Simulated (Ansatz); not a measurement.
BH5SSeSi, SMILES SB[SiH2][SeH], a polarisability from point charges

With the Ansatz DFT code, driven from Python.

Notebook, run cell by cell (the value of a cell's last expression is shown):

```python
import warnings

import ansatz as az
import numpy as np
```

```python
GEOMETRY = """
S    -1.82830    1.12970    0.19060
B    -0.34930    0.72700   -0.82020
Si    0.93940   -0.48440   -0.09440
Se    0.06860   -2.49230    0.33490
H    -1.22400    2.25920    0.76490
H    -0.18270    1.21290   -1.89290
H     1.52810    0.07430    1.17650
H     2.10750   -0.64550   -1.05050
H    -0.97090   -1.82730    1.37400
"""
```

```python
warnings.simplefilter("ignore", az.DeckWarning)
```

```python
mol = az.Crystal.molecule()
for line in GEOMETRY.strip().splitlines():
    symbol, *xyz = line.split()
    mol = mol.atom(symbol, [float(v) for v in xyz])
```

```python
setup = (
    mol.calculation()
    .basis(gaussian="def2-SVP")
    .functional("pbe0")
    .forces()
)
centre = np.mean([site.position_ang for site in mol.cartesian_sites], axis=0)
field = 2 * 14.399645 * 4.0 / 25.0 ** 2
```

```python
def dipole(axis, sign):
    arm = 25.0 * np.eye(3)[axis]
    pair = [{"charge": sign * 4.0, "position_ang": (centre - arm).tolist()}, {"charge": -sign * 4.0, "position_ang": (centre + arm).tolist()}]
    deck = setup.input().set(az.key.basis.gaussian.point_charges, pair)
    return np.array(az.Session.from_dict(deck).plan().execute().report["charge_distribution"]["dipole_moment_e_ang"])
```

```python
print(f"field {field:.4f} V/A")
alpha = np.array([(dipole(axis, 1) - dipole(axis, -1)) / (2 * field) * 14.399645 for axis in range(3)])
print("polarisability tensor (A^3)")
print(np.array2string(alpha, precision=3, suppress_small=True))
print(f"mean {np.trace(alpha) / 3:.3f} A^3 = {np.trace(alpha) / 3 / 0.14818471:.2f} bohr^3")
```

    field 0.1843 V/A
    polarisability tensor (A^3)
    [[11.291 -0.779 -1.312]
     [-0.773 13.804 -0.617]
     [-1.299 -0.613  9.778]]
    mean 11.624 A^3 = 78.45 bohr^3

Caveats:
- The geometry is a force-field or estimated start, not a minimum of this method, and the basis set is short of its limit. The field of two point charges is only nearly even.
- Without diffuse functions polarisabilities are unreliable, as a rule too low, and they change with the bond lengths of this unrelaxed start.
- Timing: 36 s on 1 thread of Arm Neoverse V1 (shared host), peak memory 0.3 GiB.

(Lines on the test bed's own set-up are left out of the output.)
